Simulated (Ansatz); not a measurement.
# H3NOSn, SMILES [NH2][Sn][OH]: a rigid scan of one bond length

Program: the Ansatz DFT code, driven from Python.

`scan_h3nosn.py`
```python
"""Potential curve of H3NOSn along one bond."""

import ansatz as az
from ase import Atoms
import numpy as np


def main() -> None:
    atoms = Atoms(["N", "Sn", "O", "H", "H", "H"], positions=[
        (-0.9875, -0.2306, -0.9053),
        (0.2815, -1.289, 0.2173),
        (1.5647, -0.0659, 1.051),
        (-0.3891, 0.3661, -1.6063),
        (-1.4715, 0.5049, -0.2925),
        (1.044, 0.6504, 1.4897),
    ])
    molecule = az.Crystal.molecule_from_ase(atoms)

    symbols = [site.symbol for site in molecule.cartesian_sites]
    start = np.array([site.position_ang for site in molecule.cartesian_sites])
    axis = (start[3] - start[0]) / np.linalg.norm(start[3] - start[0])
    moving = [3]
    lengths, energies = [0.93, 1.01, 1.1, 1.21, 1.37, 1.65, 1.98, 2.42], []
    for length in lengths:
        xyz = start.copy()
        xyz[moving] += (length - np.linalg.norm(start[3] - start[0])) * axis
        point = az.Crystal.molecule()
        for symbol, place in zip(symbols, xyz):
            point = point.atom(symbol, place.tolist())
        calc = point.calculation()
        calc = calc.basis(gaussian="def2-SVP").functional("cam_b3lyp")
        rep = calc.run(threads=1).report
        energies.append(rep["free_energy_ev"])
        print(f"r = {length:6.3f} A  E = {energies[-1]:.5f} eV  <S^2> = {abs(rep['mean_field']['state']['spin_squared']):.3f}")

    print("energy above the lowest point (eV):", [round(e - min(energies), 3) for e in energies])


if __name__ == "__main__":
    main()
```

```console
$ python scan_h3nosn.py
r =  0.930 A  E = -9412.26039 eV  <S^2> = 0.000
r =  1.010 A  E = -9412.50224 eV  <S^2> = 0.000
r =  1.100 A  E = -9412.41558 eV  <S^2> = 0.000
r =  1.210 A  E = -9412.02785 eV  <S^2> = 0.000
r =  1.370 A  E = -9411.23119 eV  <S^2> = 0.000
r =  1.650 A  E = -9409.77167 eV  <S^2> = 0.000
r =  1.980 A  E = -9408.34758 eV  <S^2> = 0.000
r =  2.420 A  E = -9406.99964 eV  <S^2> = 0.000
energy above the lowest point (eV): [0.242, 0.0, 0.087, 0.474, 1.271, 2.731, 4.155, 5.503]
```

Reading the output:
- Total energies depend on the basis set; only differences at equal settings carry meaning.
- The rest of the molecule is held rigid at a force-field or estimated start geometry, and the basis set is modest; single-reference methods fail as a bond breaks.
- def2 sets replace the cores of elements past krypton by effective core potentials.
- The orbitals are restricted, so S² is zero by construction.
- Toward dissociation an unrestricted state can lie under the restricted one, by tenths of an eV for polar bonds under a functional and by 1 to 2 eV or more for others.
- Wall time of the script: 14 s on 1 thread of Arm Neoverse V2 (shared host), peak memory 0.21 GiB.
